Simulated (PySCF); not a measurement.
# WO2(NH2)2: geometry, NMR shifts and electronic excitations

Aim: predict the NMR shifts and electronic excitations of WO2(NH2)2 (`[NH2][W]([NH2])(=[O])=[O]`).

The runs use PySCF 2.14.0, with density-fitted response routines of our own; the level of theory stands in each step. All values are computed, except where a source is named. Atoms are numbered from 0 throughout.

**1. The starting structure**

9 atoms, charge 0, multiplicity 1; geometry from: GFN2-xTB.

Bonds of the start (Å): W0–O1 1.69, W0–O2 1.69, W0–N3 2.00, W0–N6 2.00, N3–H4 1.03, N3–H5 1.03, N6–H7 1.03, N6–H8 1.03.

**2. Geometry optimisation at PBE0-D3(BJ)/def2-SVP**

The job: settings as JSON, then the geometry in Å.

```
{"job": {"xc": "PBE0", "basis": "def2-SVP", "d3": "d3bj", "grid": 1, "maxiter": 40, "kind": "geom"}, "charge": 0, "multiplicity": 1}
W      0.561240     0.000800     0.387450
O      0.454020     0.004080     2.074340
O      2.099170     0.000300    -0.313920
N     -0.398510     1.627210    -0.277850
H     -0.111230     2.199430    -1.079900
H     -1.047560     2.202370     0.271130
N     -0.396770    -1.629820    -0.269720
H     -1.044280    -2.202900     0.282540
H     -0.116070    -2.201480    -1.074080
```

**Question.** This job is followed by: GIAO PBE0/pcSseg-1 W:def2-TZVP NMR shielding, non-relativistic, gas phase; TDDFT CAM-B3LYP/def2-SVPD, vertical, gas phase, core orbitals frozen in the response; GIAO KT2/pcSseg-1 W:def2-TZVP NMR shielding, non-relativistic, gas phase. What will the session give for the following? point group; rotational constants (main isotopes); 1H shifts against TMS (PBE0/def2-TZVP+pcSseg-1, means over atoms taken as alike); 17O shifts against H2O (PBE0/def2-TZVP+pcSseg-1, means over atoms taken as alike); 15N shifts against NH3 (PBE0/def2-TZVP+pcSseg-1, means over atoms taken as alike); lowest singlet (CAM-B3LYP/def2-SVPD); brightest single state of those computed; lowest triplet; vertical electron affinity (ΔSCF); range of the shift of O1.

**Answer**, as computed:

| quantity | value |
| --- | --- |
| point group | C2v |
| rotational constants (main isotopes) | 3.68, 3.17, 3.16 GHz |
| 1H shifts against TMS (PBE0/def2-TZVP+pcSseg-1, means over atoms taken as alike) | 4.14 ppm |
| 17O shifts against H2O (PBE0/def2-TZVP+pcSseg-1, means over atoms taken as alike) | 859.1 ppm |
| 15N shifts against NH3 (PBE0/def2-TZVP+pcSseg-1, means over atoms taken as alike) | 112.2 ppm |
| lowest singlet (CAM-B3LYP/def2-SVPD) | 5.18 eV (239 nm), f = 0.004 |
| brightest single state of those computed | state 4, 5.93 eV, f = 0.151 |
| lowest triplet | 4.79 eV |
| vertical electron affinity (ΔSCF) | -0.44 eV (unbound: the value hangs on the basis) |
| range of the shift of O1 | 799.8 to 859.1 ppm |

The optimisation took 7 steps and gained 0.191 eV; among the close pairs (by a distance rule), W0–N3 changed most, from 2.002 to 1.947 Å. No frequency check was run at this level, so the end point may be a saddle. At PBE0/def2-TZVP+pcSseg-1: Shielding is most anisotropic at O1, O2 (span 925 ppm, paramagnetic term -920 ppm). The lowest singlet, at 5.18 eV, is HOMO→LUMO 0.96 and is weak; of the 10 states computed, the strongest absorption comes from state 4 at 5.93 eV. The lowest triplet lies 0.39 eV below the lowest singlet (triplets in Tamm-Dancoff, singlets in full TDDFT). Spin-orbit coupling, left out, mixes singlets and triplets in elements this heavy. Across the 2 runs the shift of O1 (with its like atoms) moves most, between 799.8 (KT2/def2-TZVP+pcSseg-1) and 859.1 ppm (PBE0/def2-TZVP+pcSseg-1). Spin-orbit coupling is left out, which matters for shieldings and couplings at and beside the heavy atoms.
